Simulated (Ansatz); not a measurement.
**BFH₇NSi₂: small, medium and large basis sets**

One table from this session's results is given with a row withheld; the runs are named, their logs left out.

Program: Ansatz 0.2.0, Gaussian basis. Level of theory: one geometry, several basis sets. These are calculated values, not measurements.

Levels to be run: PBE0-D4/def2-SVP; ωB97M-V/def2-SVP; PBE0-D4/def2-QZVPP; ωB97M-V/def2-QZVPP; the functionals' def2-TZVPP values are taken from earlier runs.

### The relaxed structure

The geometry comes from an earlier relaxation with PBE0-D4 in a triple-zeta def2 set; it is a stationary point, not always the lowest conformer.

SMILES `B[SiH2][SiH](N)F`, 12 atoms, charge 0, spin multiplicity 1.

Atoms are counted from 1 here; the program's logs count them from 0.

Bond lengths: B1–Si2 1.986 Å, B1–H6 1.197 Å, B1–H7 1.194 Å, Si2–Si3 2.357 Å, Si2–H8 1.489 Å, Si2–H9 1.488 Å, Si3–N4 1.699 Å, Si3–F5 1.611 Å, Si3–H10 1.484 Å, N4–H11 1.007 Å, N4–H12 1.006 Å. Angles: Si2–B1–H6 120.2°, Si2–B1–H7 121.8°, H6–B1–H7 117.7°, B1–Si2–Si3 100.6°, B1–Si2–H8 114.6°, B1–Si2–H9 115.6°, Si3–Si2–H8 106.8°, Si3–Si2–H9 108.7°, H8–Si2–H9 109.6°, Si2–Si3–N4 108.5°, Si2–Si3–F5 106.4°, Si2–Si3–H10 115.7°, N4–Si3–F5 114.1°, N4–Si3–H10 107.2°, F5–Si3–H10 105.2°, Si3–N4–H11 122.3°, Si3–N4–H12 122.8°, H11–N4–H12 112.2°.

Coordinates:

```mol
BFH7NSi2
  3D, bonds by distance, orders not assigned

 12 11  0  0  0  0  0  0  0  0999 V2000
   -0.9714    1.1509    1.4481 B   0  0
   -0.9765    0.9498   -0.5277 Si  0  0
    0.9536   -0.3669   -0.8357 Si  0  0
    0.7581   -1.8197    0.0222 N   0  0
    2.1984    0.5269   -0.3396 F   0  0
   -1.3694    0.2618    2.1446 H   0  0
   -0.4713    2.0944    1.9829 H   0  0
   -2.1221    0.1674   -1.0694 H   0  0
   -0.8218    2.2106   -1.3025 H   0  0
    1.2693   -0.7260   -2.2404 H   0  0
    1.3050   -2.6408   -0.1776 H   0  0
    0.3252   -1.8636    0.9291 H   0  0
  1  2  8  0
  2  3  8  0
  3  4  8  0
  3  5  8  0
  1  6  8  0
  1  7  8  0
  2  8  8  0
  2  9  8  0
  3 10  8  0
  4 11  8  0
  4 12  8  0
M  END
```

The first run:

in.yaml

```yaml
crystal:
  periodic: [false, false, false]
  atoms:
    - {symbol: B, position_ang: [-0.971421, 1.150860, 1.448145]}
    - {symbol: Si, position_ang: [-0.976532, 0.949821, -0.527679]}
    - {symbol: Si, position_ang: [0.953580, -0.366879, -0.835736]}
    - {symbol: N, position_ang: [0.758148, -1.819678, 0.022227]}
    - {symbol: F, position_ang: [2.198444, 0.526858, -0.339597]}
    - {symbol: H, position_ang: [-1.369402, 0.261758, 2.144602]}
    - {symbol: H, position_ang: [-0.471331, 2.094412, 1.982909]}
    - {symbol: H, position_ang: [-2.122102, 0.167425, -1.069392]}
    - {symbol: H, position_ang: [-0.821808, 2.210625, -1.302549]}
    - {symbol: H, position_ang: [1.269282, -0.726004, -2.240429]}
    - {symbol: H, position_ang: [1.305004, -2.640789, -0.177552]}
    - {symbol: H, position_ang: [0.325236, -1.863607, 0.929050]}
basis:
  gaussian: {orbitals: def2-SVP}
hamiltonian: {xc: pbe0, dispersion: d4}
output: {orbitals: {seedname: orbitals}}
```

Run with:

```sh
> ansatz run in.yaml --threads 4 --pin off --events-out ev --progress --plain --max-ram 10444MiB
```

Among the steps run: PBE0-D4 in def2-SVP; ωB97M-V in def2-SVP; PBE0-D4 in def2-QZVPP; ωB97M-V in def2-QZVPP.

One of the session's tables, all rows but one given; the rest of the session is left out.

It belongs to the step «Functionals by basis». 

```
functional       basis  HOMO (eV)  LUMO (eV)
   PBE0-D4    def2-SVP      -7.68      -2.43
   PBE0-D4  def2-TZVPP      -7.75      -2.50
   PBE0-D4  def2-QZVPP      -7.77      -2.52
   ωB97M-V    def2-SVP      -9.70      -0.44
   ωB97M-V  def2-TZVPP          ?          ?
   ωB97M-V  def2-QZVPP      -9.80      -0.63
```

**Question.** Estimate the row for ωB97M-V, def2-TZVPP.

**Answer.** HOMO (eV): -9.78; LUMO (eV): -0.59. In the column «HOMO (eV)» it lies between ωB97M-V, def2-QZVPP (-9.80) and ωB97M-V, def2-SVP (-9.70).
